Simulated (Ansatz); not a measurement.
**BeSi (L10 type): how the settings move a relaxation**

How sensitive is a relaxation of BeSi (L10 type) to its settings? A reference run comes first, then one run with altered input.

Program: Ansatz 0.2.0. Level of theory: reference: DFT, PBE, PAW with Ansatz's default frozen-core files, scalar-relativistic. These are calculated values, not measurements.

## 1. The system as given

It takes space group P4/mmm (No. 123, tetragonal). The conventional cell has a = 2.539 Å, b = 2.539 Å, c = 3.452 Å, α = 90.00°, β = 90.00°, γ = 90.00°. Be (site symmetry 4/mmm) has 8 Si at 2.49 Å and 4 Be at 2.54 Å as nearest neighbours. Around Si (site symmetry 4/mmm) lie 8 Be at 2.49 Å and 4 Si at 2.54 Å.

Coordinates:

```cif
data_structure
_symmetry_space_group_name_H-M 'P 1'
_symmetry_Int_Tables_number 1
_cell_length_a 2.5385
_cell_length_b 2.5385
_cell_length_c 3.4524
_cell_angle_alpha 90.000
_cell_angle_beta 90.000
_cell_angle_gamma 90.000
_cell_volume 22.25
loop_
_atom_site_label
_atom_site_type_symbol
_atom_site_fract_x
_atom_site_fract_y
_atom_site_fract_z
_atom_site_occupancy
Be1 Be 0.00000 0.00000 0.00000 1
Si1 Si 0.50000 0.50000 0.50000 1
```

## 2. The reference run

File input.yaml:

```yaml
crystal:
  lattice:
    - [2.5385139928, 0.0, 0.0]
    - [0.0, 2.5385139928, 0.0]
    - [0.0, 0.0, 3.4523790302]
  atoms:
    - { symbol: Be, position: [0.0, 0.0, 0.0] }
    - { symbol: Si, position: [0.5, 0.5, 0.5] }
kpoints:
  mp_grid: { grid: [14, 14, 11] }
scf:
  occupations: { method: fermi_dirac, width: 0.05 }
hamiltonian:
  xc: pbe
  pseudopotentials: { kind: paw }
output:
  forces: true
  stress: true
relax:
  f_tol: 0.005
  max_steps: 80
  cell: {}
```

Launch:

```console
> ansatz run input.yaml --threads 1 --pin off --max-ram 2048MiB --backend cpu --events-out ev --progress --plain --runs-dir out
```

## 3. Changed: mp_grid.grid [11, 11, 9]

input.yaml: that of step 2 with these lines changed.

```diff
@@ -9,3 +9,3 @@
 kpoints:
-  mp_grid: { grid: [14, 14, 11] }
+  mp_grid: { grid: [11, 11, 9] }
 scf:
@@ -18,2 +18,6 @@
   stress: true
+  write_density: true
+  write_potential: true
+  elf: true
+  volumetric_format: npy
 relax:
```

**Question.** What will these runs give? Wanted: for each run, ending; energy change; pressure; gap; force.

**Answer**, as computed:

| run | ending | energy change | pressure (GPa) | gap (eV) | force (eV/Å) | cycles | time |
| --- | --- | --- | --- | --- | --- | --- | --- |
| reference | converged | 0 | 0.0 | 0.00 | 0.00 | 23 | 31 s |
| 1: mp_grid.grid [11, 11, 9] | converged | +3.5 meV/atom | 0.0 | 0.00 | 0.00 | 27 | 21 s |

Times don't compare one to one where runs were asked for different outputs or read a saved state (see the inputs); cycles may leave out searches for a lower state.

**Reading.** Changing the k-point mesh moves the energy by +3.5 meV/atom. The energy is not variational in the mesh, so the sign tells nothing.
